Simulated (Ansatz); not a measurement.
# C3H4AlF: the cost of one run

Program: Ansatz 0.2.0, Gaussian basis. Level of theory: the settings change from run to run. These are calculated values, not measurements.

### Step 1. The molecule

The structure was relaxed beforehand with PBE0-D4 in a triple-zeta def2 set.

SMILES `FC[C]1=[CH][AlH]1`, 9 atoms, charge 0, spin multiplicity 1.

Atoms are counted from 1 here; the program's logs count them from 0.

Bond lengths: F1–C2 1.384 Å, C2–C3 1.474 Å, C2–H6 1.096 Å, C2–H7 1.096 Å, C3–C4 1.369 Å, C3–Al5 1.857 Å, C4–Al5 1.848 Å, C4–H8 1.090 Å, Al5–H9 1.568 Å. Angles: F1–C2–C3 112.1°, F1–C2–H6 107.5°, F1–C2–H7 107.5°, C3–C2–H6 110.6°, C3–C2–H7 110.6°, H6–C2–H7 108.4°, C2–C3–C4 130.0°, C2–C3–Al5 162.0°, C4–C3–Al5 67.9°, C3–C4–Al5 68.7°, C3–C4–H8 127.5°, Al5–C4–H8 163.8°, C3–Al5–C4 43.4°, C3–Al5–H9 157.9°, C4–Al5–H9 158.7°.

### Step 2. B2GP-PLYP/ANO-RCC-VTZP

Options: a point charge of -1.00 e beside it.

File in.yaml:

```yaml
crystal:
  periodic: [false, false, false]
  atoms:
    - {symbol: F, position_ang: [0.821260, 1.103665, -1.886719]}
    - {symbol: C, position_ang: [0.933234, 0.031945, -1.017958]}
    - {symbol: C, position_ang: [-0.092256, 0.067732, 0.040244]}
    - {symbol: C, position_ang: [-0.321398, -0.800087, 1.074570]}
    - {symbol: Al, position_ang: [-1.530776, 0.596766, 1.089405]}
    - {symbol: H, position_ang: [1.938599, 0.064825, -0.582109]}
    - {symbol: H, position_ang: [0.843222, -0.884756, -1.612370]}
    - {symbol: H, position_ang: [0.230895, -1.708446, 1.314065]}
    - {symbol: H, position_ang: [-2.734379, 1.481955, 1.563671]}
basis:
  gaussian: {orbitals: ANO-RCC-VTZP, point_charges: [{charge: -1.00, position_ang: [4.769, 0.711, 0.717]}]}
hamiltonian: {xc: {name: B2GP-PLYP}}
output: {forces: true}
```

Started as:

```
ansatz run in.yaml --threads 2 --pin off --events-out ev --progress --plain --max-ram 4352MiB
```

Q: Estimate wall time and peak memory on 2 threads of Intel Xeon at 2.70GHz, shared host.

About 51 s, with a peak of 0.77 GiB.
